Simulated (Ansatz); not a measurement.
# LiPbF3: the cost of one run

Method: DFT PBE, scalar-relativistic, plane waves, PAW, unless a step names another level, in Ansatz 0.2.0.

2 further runs of the same task are left out: 2 set aside as unsound or not needed.

## (1) The system as given

It takes space group Pm-3m (No. 221, cubic). The conventional cell has a = 3.931 Å, b = 3.931 Å, c = 3.931 Å, α = 90.00°, β = 90.00°, γ = 90.00°. Li (site symmetry m-3m) has 6 F at 1.97 Å as nearest neighbours. Pb (site symmetry m-3m) has 12 F at 2.78 Å as nearest neighbours. F (site symmetry 4/mmm) is surrounded by 2 Li at 1.97 Å and 4 Pb at 2.78 Å.

As a file:

```cif
data_structure
_symmetry_space_group_name_H-M 'Pm-3m'
_symmetry_Int_Tables_number 221
_cell_length_a 3.9305
_cell_length_b 3.9305
_cell_length_c 3.9305
_cell_angle_alpha 90.000
_cell_angle_beta 90.000
_cell_angle_gamma 90.000
_cell_volume 60.72
loop_
_atom_site_label
_atom_site_type_symbol
_atom_site_symmetry_multiplicity
_atom_site_Wyckoff_symbol
_atom_site_fract_x
_atom_site_fract_y
_atom_site_fract_z
_atom_site_occupancy
Li1 Li 1 a 0.00000 0.00000 0.00000 1
Pb1 Pb 1 b 0.50000 0.50000 0.50000 1
F1 F 3 d 0.50000 0.00000 0.00000 1
```

The cell was relaxed beforehand at this level, from a generated guess; it needn't be the stable form of this composition. At a tolerance of 0.02 Å it has space group Pm-3m (No. 221); it has 12.14 Å³/atom, an uncorrected energy of -2.54 eV/atom over the elements.

## (2) Static run: bands, density of states and charges

File input.yaml:

```yaml
crystal:
  lattice:
    - [3.9305451309, 0.0, 0.0]
    - [0.0, 3.9305451309, 0.0]
    - [0.0, 0.0, 3.9305451309]
  atoms:
    - { symbol: Li, position: [0.0, 0.0, 0.0] }
    - { symbol: Pb, position: [0.5, 0.5, 0.5] }
    - { symbol: F, position: [0.5, 0.0, 0.0] }
    - { symbol: F, position: [0.0, 0.5, 0.0] }
    - { symbol: F, position: [0.0, 0.0, 0.5] }
basis:
  ecutwfc: 420
kpoints:
  mp_grid: { grid: [6, 6, 6] }
  band_path:
    path:
      - [[0.0, 0.0, 0.0], [0.0, 0.5, 0.0], [0.5, 0.5, 0.0], [0.0, 0.0, 0.0], [0.5, 0.5, 0.5], [0.0, 0.5, 0.0]]
      - [[0.5, 0.5, 0.5], [0.5, 0.5, 0.0]]
    npoints: 14
hamiltonian:
  xc: pbe
scf:
  occupations: { method: gaussian, width: 0.02 }
  n_extra_bands: 12
output:
  forces: true
  stress: true
  eigenvalues: true
  populations: true
  dos: { projected: true, de: 0.02, nscf_kmesh: { grid: [9, 9, 9] } }
  bader: true
  write_density: true
  write_potential: true
  elf: true
  volumetric_format: npy
```

Run with:

```console
ansatz run input.yaml --threads 1 --pin off --max-ram 2048MiB --backend cpu --events-out ev --progress --plain --runs-dir out
```

What time and memory should one allow on 1 thread of Arm Neoverse V1, shared host?

About 26 s, with a peak of 0.34 GiB.
